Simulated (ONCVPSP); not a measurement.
# O: the cost of one run

Program: ONCVPSP 4.0.1.1 (patched build). Reference atom: PBE, scalar-relativistic, spherical and spin-unpolarised. All values are calculated.

## 1. The atom and the settings

Typed settings, in words:

* element: oxygen (O, Z = 8)
* type: optimised norm-conserving Vanderbilt (ONCV)
* frozen core: [He]
* valence charge: 6
* reference configuration: 2s2 2p4
* partial waves: 2s: rc 0.60 bohr, ncon 4, nbas 8, qcut 13.2 1/bohr, local; 2p: rc 1.15 bohr, ncon 3, nbas 6, qcut 13.6 1/bohr, 2 projectors, debl 1.9 Ha; d scattering state at 0.19 Ha: rc 0.95 bohr, ncon 3, nbas 8, qcut 9.9 1/bohr, 2 projectors, debl 1 Ha
* local potential: the s channel
* core correction: Teter function, fcfact 1.5, rcfact 1.35

An earlier all-electron run gives the scale for the radii.

All-electron outer shells of the reference configuration (PBE, scalar-relativistic, ld1.x):

```csv
shell,level (eV),outermost node (bohr),outermost maximum (bohr)
1s,-514.70,–,0.13
2s,-23.96,0.28,0.87
2p,-9.03,–,0.82
```

## 2. Generating the potential

Contents of O.dat:

```
# ATOM AND REFERENCE CONFIGURATION
# atsym  z   nc   nv     iexc    psfile
  O 8.00    1    2        4      upf
#
#   n    l    f
    1    0    2.00
    2    0    2.00
    2    1    4.00
#
# PSEUDOPOTENTIAL AND OPTIMIZATION
# lmax
    2
#
#   l,   rc,      ep,       ncon, nbas, qcut
    0    0.60    0.00    4    8   13.20
    1    1.15    0.00    3    6   13.60
    2    0.95    0.19    3    8    9.90
#
# LOCAL POTENTIAL
# lloc, lpopt,  rc(5),   dvloc0
    0    5    0.60    0.00
#
# VANDERBILT-KLEINMAN-BYLANDER PROJECTORs
# l, nproj, debl
    0    0    1.30
    1    2    1.90
    2    2    1.00
#
# MODEL CORE CHARGE
# icmod, fcfact, rcfact
    3    1.50    1.35
#
# LOG DERIVATIVE ANALYSIS
# epsh1, epsh2, depsh
   -2.00    5.00    0.02
#
# OUTPUT GRID
# rlmax, drl
    6.00    0.01
#
# TEST CONFIGURATIONS
# ncnf
    4
# nvcnf
#   n    l    f
    2
    2    0    2.00
    2    1    3.00
#
    2
    2    0    2.00
    2    1    2.00
#
    2
    2    0    2.00
    2    1    1.00
#
    2
    2    0    2.00
    2    1    3.50
#
```

The run is started by

```sh
$ oncvpsp.x < O.dat > O.out
```

**Question.** How long does this run take on 1 thread of Intel Xeon Platinum 8259CL at 2.50GHz, shared host?

About 6.8 s.
